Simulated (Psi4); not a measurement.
# doublet CH6O3Sn+: UHF/3-21G

We compute a single-point energy of doublet CH6O3Sn+. The job is set up through a QCSchema input.

The results are computed with Psi4 1.11.

7 further runs of the same task are left out: 6 that didn't finish, 1 set aside as unsound or not needed. Runs told in other sessions of the task aren't counted.

### 1 The system as given

CH6O3Sn+: 11 atoms, total charge +1, spin state doublet. As SMILES of the parent species, `C[Sn](O)(O)O`. The coordinates come from a PBE0-D4/def2-TZVP relaxation. This is one conformer, not always the lowest. That shape belongs to the parent species and isn't relaxed for this state.

Bond lengths: C1–Sn2 2.109 Å, Sn2–O3 1.959 Å, Sn2–O4 1.959 Å, Sn2–O5 1.959 Å, C1–H6 1.089 Å, C1–H7 1.089 Å, C1–H8 1.089 Å, O3–H9 0.961 Å, O4–H10 0.961 Å, O5–H11 0.961 Å. Some angles: C1–Sn2–O3 112.6°, C1–Sn2–O4 112.6°, C1–Sn2–O5 112.6°, O3–Sn2–O4 106.2°, O3–Sn2–O5 106.2°, O4–Sn2–O5 106.2°, Sn2–C1–H6 109.0°, Sn2–C1–H7 109.1°, Sn2–C1–H8 109.0°, Sn2–O3–H9 111.8°.

### 2 The energy at UHF/3-21G

Input file ch6o3sn.json:

```json
{
 "schema_name": "qcschema_input",
 "schema_version": 1,
 "molecule": {
  "schema_name": "qcschema_molecule",
  "schema_version": 2,
  "symbols": ["C", "Sn", "O", "O", "O", "H", "H", "H", "H", "H", "H"],
  "geometry": [-3.08928647, 1.55231553, 0.30464275, 0.45772946, -0.22967731, -0.04514556, 1.24413899, -2.40762447, 2.84426458, 3.24654948, 2.19244135, -0.30265854, 0.6775802, -2.38092264, -3.05088724, -2.85802179, 3.30925059, 1.351003, -3.8301725, 1.9485344, -1.57400958, -4.37329868, 0.3001452, 1.31392657, 2.89574072, -2.06620765, 3.51727165, 4.33401128, 1.82243298, -1.70901162, 1.29502931, -4.04070689, -2.64939603],
  "molecular_charge": 1,
  "molecular_multiplicity": 2,
  "fix_symmetry": "c1"
 },
 "driver": "energy",
 "model": {
  "method": "hf",
  "basis": "3-21G"
 },
 "keywords": {
  "reference": "uhf",
  "puream": true,
  "e_convergence": 1e-09,
  "d_convergence": 1e-08,
  "scf_type": "pk",
  "maxiter": 100
 }
}
```

Command:

```
psi4 --qcschema ch6o3sn.json -n 1 --memory 2200MB
```

stdout:

```text
[...]
  Running in c1 symmetry.
[...]
  Nuclear repulsion =  560.418073432190795
[...]
  Multiplicity = 2
[...]
  Nalpha       = 43
  Nbeta        = 42
[...]
    Number of basis functions: 79
[...]
   @UHF iter   1: -6260.26455907309901   -4.05434e+00   7.31688e-03 DIIS/ADIIS
[...]
   @UHF iter  26: -6260.45672347802065   -1.38243e-10   9.67191e-09 DIIS
[...]
   @S^2 Observed:                7.910326408E-01
[...]
    Orbital Energies [Eh]
    ---------------------
    Alpha Occupied:
       1A   -1035.177491     2A   -156.516291     3A   -145.663495
       4A   -145.662476     5A   -145.662476     6A    -31.818970
       7A    -27.196506     8A    -27.193238     9A    -27.193237
      10A    -20.647262    11A    -20.647082    12A    -20.646777
      13A    -19.363949    14A    -19.362755    15A    -19.362752
      16A    -19.360791    17A    -19.360790    18A    -11.477353
      19A     -5.827510    20A     -4.218314    21A     -4.208101
      22A     -4.208096    23A     -1.711329    24A     -1.711291
      25A     -1.709202    26A     -1.690882    27A     -1.690872
      28A     -1.516552    29A     -1.484470    30A     -1.484242
      31A     -1.260771    32A     -0.908168    33A     -0.860776
      34A     -0.860746    35A     -0.831117    36A     -0.830963
[...]
  @UHF Final Energy: -6260.45672347802065
   => Energetics <=
    Nuclear Repulsion Energy =            560.4180734321907948
    One-Electron Energy =               -9734.4032753876163042
    Two-Electron Energy =                2913.5284784774044056
    Total Energy =                      -6260.4567234780206491
  UHF NO Occupations:
  HONO-2 :   41  A 1.9966036
  HONO-1 :   42  A 1.9874402
  HONO-0 :   43  A 1.0000000
  LUNO+0 :   44  A 0.0125598
  LUNO+1 :   45  A 0.0033964
[...]
 Multipole Moments:
 ------------------------------------------------------------------------------------
     Multipole            Electronic (a.u.)      Nuclear  (a.u.)        Total (a.u.)
 ------------------------------------------------------------------------------------
 L = 1.  Multiply by 2.5417464519 to convert [e a0] to [Debye]
 Dipole X            :          0.9358147           -2.1311072           -1.1952925
 Dipole Y            :         -0.4678607            1.0689523            0.6010916
 Dipole Z            :         -0.0944872            0.2102255            0.1157383
 Magnitude           :                                                    1.3429187
[...]
```

The result, in JSON:

```text
{
 "driver": "energy",
 "model": {
  "method": "hf",
  "basis": "3-21G"
 },
 "success": true,
 "return_result": -6260.456723478021,
 "properties": {
  "calcinfo_nbasis": 79,
  "calcinfo_nmo": 79,
  "calcinfo_nalpha": 43,
  "calcinfo_nbeta": 42,
  "calcinfo_natom": 11,
  "nuclear_repulsion_energy": 560.4180734321908,
  "return_energy": -6260.456723478021,
  "scf_one_electron_energy": -9734.403275387616,
  "scf_two_electron_energy": 2913.5284784774044,
  "scf_dipole_moment": [-1.1952925488147395, 0.6010915876956835, 0.11573827521132365],
  "scf_total_energy": -6260.456723478021,
  "scf_iterations": 26
 }
}
```

It took 3.6 s on 1 thread of Intel Xeon 6975P-C (Granite Rapids), shared host; peak memory 0.26 GiB.

### 3 What came out

At UHF/3-21G:

```
                          quantity           value
                      total energy  -6260.45672 Eh
HOMO energy (highest over α and β)       -17.04 eV
 LUMO energy (lowest over α and β)        -9.51 eV
                              ⟨S²⟩           0.791
```

What this shows: Relativity is left out although the molecule holds a heavy atom.
